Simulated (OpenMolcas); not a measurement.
# GeF4 (tetrafluorogermane): RGE2/def2-SVP

Wanted: energy and gradient of GeF4 (tetrafluorogermane). 

The calculation is run with OpenMolcas 26.06.

10 further runs of the same task are left out: 6 that didn't finish, 4 set aside as unsound or not needed.

### Step 1. The structure to begin with

GeF4: 5 atoms, total charge 0, spin state singlet. SMILES: `[F][Ge]([F])([F])[F]`. The shape comes from GFN2-xTB, which is rough for such elements, and wasn't checked as a minimum.

Bond lengths: F1–Ge2 1.672 Å, Ge2–F3 1.673 Å, Ge2–F4 1.674 Å, Ge2–F5 1.672 Å. Angles: F1–Ge2–F3 109.3°, F1–Ge2–F4 109.7°, F1–Ge2–F5 109.4°, F3–Ge2–F4 109.4°, F3–Ge2–F5 109.7°, F4–Ge2–F5 109.3°.

### Step 2. Energy and forces at RGE2/def2-SVP

Contents of job.input:

```
* F4Ge Kohn-Sham DFT

&gateway
  baslib=$CurrDir
  coord
  5
  angstrom
  F       -0.445650       0.094790       1.609200
  Ge       0.000290       0.000080       0.000400
  F        1.262460      -1.085410      -0.160740
  F       -1.300340      -0.518920      -0.916670
  F        0.483230       1.509470      -0.532190
  basis=def2-SVP
  group=NoSym

&seward

&scf
  ksdft=RGE2
  thresholds=1e-07 0.0001 0.0001 0.001
  prorbitals=0

&alaska
```

The basis set def2-SVP is read from a file made from the Basis Set Exchange's data (not shown).

Run with:

```console
$ export MOLCAS_MEM=1860
$ pymolcas job.input > job.log
```

What it wrote:

```text
--- Start Module: gateway ---
[...]
--- Stop Module: gateway /rc=_RC_ALL_IS_WELL_ ---
[...]
      Basis functions           88
[...]
--- Start Module: scf ---
[...]
       Convergence after  10 Iterations
[...]
::    Total KS-DFT energy                           -2472.9630226473
[...]
      Total spin, S                                     0.0000000000
[...]
      Total electronic charge=   68.000000
      Total            charge=   -0.000000
[...]
      Dipole Moment (debye):
      Origin of the operator (angstrom)=    0.0001    0.0000    0.0001
                   X=  4.6704E-03               Y=  2.2185E-03               Z=  5.4842E-03           Total=  7.5373E-03
      Quadrupole Moment (debye*angstrom):
[...]
--- Stop Module: scf /rc=_RC_ALL_IS_WELL_ ---
[...]
--- Start Module: alaska ---
[...]
 *              Molecular gradients               *
 **************************************************
  Irreducible representation: a
 ------------------------------------------------------------------------------------------
                              X                       Y                       Z
 ------------------------------------------------------------------------------------------
  F1                8.73558405337782E-03   -1.77145945315438E-03   -3.06929031629366E-02
  GE2               8.08679201350394E-04    7.52497060322266E-04    7.21381533129046E-04
  F3               -2.40169588645571E-02    2.04386678673671E-02    3.15388618640444E-03
  F4                2.39157265985668E-02    9.58016037084342E-03    1.65429594614395E-02
  F5               -9.44303098870769E-03   -2.89998658453499E-02    1.02746759822310E-02
 ------------------------------------------------------------------------------------------
--- Stop Module: alaska /rc=_RC_ALL_IS_WELL_ ---
[...]
```

It took 8.7 s on 1 thread of Arm Neoverse V2, shared host; peak memory 0.48 GiB.

### Step 3. What came out

Level: RGE2/def2-SVP.

| quantity | value |
| --- | --- |
| total energy | -2472.96302 Eh |
| dipole moment | 0.01 D |
| HOMO energy | -10.13 eV |
| LUMO energy | -2.30 eV |
| HOMO–LUMO gap | 7.83 eV |
| largest force on an atom | 1.655 eV/Å |

What this shows: Mulliken charges run from -0.29 on F4 to +1.17 on Ge2. The largest force is 1.65 eV/Å: the shape isn't a stationary point for this species at this level.
